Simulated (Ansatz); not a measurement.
GeSb4Te7:

```
Te Sb Ge
1.0
     4.28930    0.00000    0.00000
    -2.14465    3.71464    0.00000
     0.00000    0.00000   24.63778
Te Sb Ge
7 4 1
Direct
  0.00000 0.00000 0.28102
  0.00000 0.00000 0.00000
  0.33333 0.66667 0.56861
  0.66667 0.33333 0.43139
  0.00000 0.00000 0.71898
  0.66667 0.33333 0.15027
  0.33333 0.66667 0.84973
  0.66667 0.33333 0.65025
  0.33333 0.66667 0.08110
  0.33333 0.66667 0.34975
  0.66667 0.33333 0.91890
  0.00000 0.00000 0.50000
```

The cell is a database's computed one.

Base run:

```yaml
Program: Ansatz 0.2.0
Functional: PBE0
Potentials_or_basis: Ansatz PAW
Cutoff: 420 eV
Density_cutoff: 1680 eV
k_mesh: 6 × 6 × 2
Occupations: fermi-dirac, width 0.05 eV
Spin: no spin polarisation
```

Its results: band gap on the k mesh 1.18 eV, direct; largest force 0.235 eV/Å.

Problem. After a change of settings the same cell gave: band gap on the k mesh 0.71 eV, direct; largest force 0.206 eV/Å. Which change was it?
A. functional from PBE0 to PBEsol; k mesh from 6 × 6 × 2 to 7 × 7 × 2
B. functional from PBE0 to LDA; k mesh from 6 × 6 × 2 to 7 × 7 × 2
C. functional from PBE0 to PBE; k mesh from 6 × 6 × 2 to 7 × 7 × 2
D. functional from PBE0 to HSE06

Solution. D.

Caveats: spin-orbit coupling is left out, which moves the levels of the heavy elements; the PAW data sets come from PBE, with cores solved anew for the run's functional, which leaves a small shift of forces and pressure.

Not every run made on this cell is shown here.
